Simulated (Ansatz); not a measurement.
# CuO: the cost of one run

Program: Ansatz 0.2.0. Level of theory: DFT LDA+U (U_eff = 8 eV on Cu d), plane waves, PAW. These are calculated values, not measurements.

**1. The system as given**

It takes space group Pm-3m (No. 221, cubic). Conventional cell: a = 2.553 Å, b = 2.553 Å, c = 2.553 Å, α = 90.00°, β = 90.00°, γ = 90.00°. Cu (site symmetry m-3m) is surrounded by 8 O at 2.21 Å. O (site symmetry m-3m) has 8 Cu at 2.21 Å as nearest neighbours.

Coordinates:

```cif
data_structure
_symmetry_space_group_name_H-M 'Pm-3m'
_symmetry_Int_Tables_number 221
_cell_length_a 2.5526
_cell_length_b 2.5526
_cell_length_c 2.5526
_cell_angle_alpha 90.000
_cell_angle_beta 90.000
_cell_angle_gamma 90.000
_cell_volume 16.63
loop_
_atom_site_label
_atom_site_type_symbol
_atom_site_symmetry_multiplicity
_atom_site_Wyckoff_symbol
_atom_site_fract_x
_atom_site_fract_y
_atom_site_fract_z
_atom_site_occupancy
Cu1 Cu 1 a 0.00000 0.00000 0.00000 1
O1 O 1 b 0.50000 0.50000 0.50000 1
```

An earlier series on this cell reached its lowest free state from «ferromagnetic start, free, symmetry kept, no search», perhaps among other starts.

**2. Spin-orbit coupling, direction held**

File input.yaml:

```yaml
crystal:
  lattice:
    - [2.55255061, 0.0, 0.0]
    - [0.0, 2.55255061, 0.0]
    - [0.0, 0.0, 2.55255061]
  atoms:
    - { symbol: Cu, position: [0.0, 0.0, 0.0], spin: 1.0, spin_axis: [0.57735, 0.57735, 0.57735] }
    - { symbol: O, position: [0.5, 0.5, 0.5] }
basis:
  ecutwfc: 420
  ecutrho_ratio: 4
kpoints:
  mp_grid: { grid: [7, 7, 7] }
hamiltonian:
  xc: lda
  hubbard:
    sites:
      - { site: 0, l: d, u_eff: 8.0, starting_ns: [{ occupation_matrix: s0 }] }
    occupation_matrices:
      s0:
        spinor_matrix:
          - [[0.97, 0.0], [0.0, 0.0], [0.0, 0.0], [0.0, 0.0], [0.0, 0.0], [0.0, 0.0], [0.0, 0.0], [0.0, 0.0], [0.0, 0.0], [0.0, 0.0]]
          - [[0.0, 0.0], [0.76924, 0.0], [0.0, 0.0], [0.0, 0.0], [0.0, 0.0], [0.0, 0.0], [0.27424, -0.27424], [0.0, 0.0], [0.0, 0.0], [0.0, 0.0]]
          - [[0.0, 0.0], [0.0, 0.0], [0.97, 0.0], [0.0, 0.0], [0.0, 0.0], [0.0, 0.0], [0.0, 0.0], [0.0, 0.0], [0.0, 0.0], [0.0, 0.0]]
          - [[0.0, 0.0], [0.0, 0.0], [0.0, 0.0], [0.97, 0.0], [0.0, 0.0], [0.0, 0.0], [0.0, 0.0], [0.0, 0.0], [0.0, 0.0], [0.0, 0.0]]
          - [[0.0, 0.0], [0.0, 0.0], [0.0, 0.0], [0.0, 0.0], [0.97, 0.0], [0.0, 0.0], [0.0, 0.0], [0.0, 0.0], [0.0, 0.0], [0.0, 0.0]]
          - [[0.0, 0.0], [0.0, 0.0], [0.0, 0.0], [0.0, 0.0], [0.0, 0.0], [0.97, 0.0], [0.0, 0.0], [0.0, 0.0], [0.0, 0.0], [0.0, 0.0]]
          - [[0.0, 0.0], [0.27424, 0.27424], [0.0, 0.0], [0.0, 0.0], [0.0, 0.0], [0.0, 0.0], [0.22076, 0.0], [0.0, 0.0], [0.0, 0.0], [0.0, 0.0]]
          - [[0.0, 0.0], [0.0, 0.0], [0.0, 0.0], [0.0, 0.0], [0.0, 0.0], [0.0, 0.0], [0.0, 0.0], [0.97, 0.0], [0.0, 0.0], [0.0, 0.0]]
          - [[0.0, 0.0], [0.0, 0.0], [0.0, 0.0], [0.0, 0.0], [0.0, 0.0], [0.0, 0.0], [0.0, 0.0], [0.0, 0.0], [0.97, 0.0], [0.0, 0.0]]
          - [[0.0, 0.0], [0.0, 0.0], [0.0, 0.0], [0.0, 0.0], [0.0, 0.0], [0.0, 0.0], [0.0, 0.0], [0.0, 0.0], [0.0, 0.0], [0.97, 0.0]]
    ns_hold: { iters: 8 }
scf:
  occupations: { method: gaussian, width: 0.05 }
  lower_state_search: "off"
  max_iter: 150
output:
  forces: true
  stress: true
  eigenvalues: true
  populations: true
  hubbard: { sites: [{ site: 0, l: d }] }
magnetization:
  noncollinear: true
  spin_orbit: true
  spin_locking: { lock_directions: true }
```

The typed matrices put 0.97 on the chosen orbitals and 0.02 on the others, and are held for 8 cycles. The lock stays on to the end, so the result is a constrained state. This run includes spin–orbit coupling.

On the command line:

```console
$ ansatz run input.yaml --threads 2 --pin off --max-ram 3072MiB --backend cpu --events-out ev --progress --plain --runs-dir out
```

Q: Estimate wall time and peak memory on 2 threads of Arm Neoverse V1, shared host.

About 44 s, with a peak of 0.5 GiB.
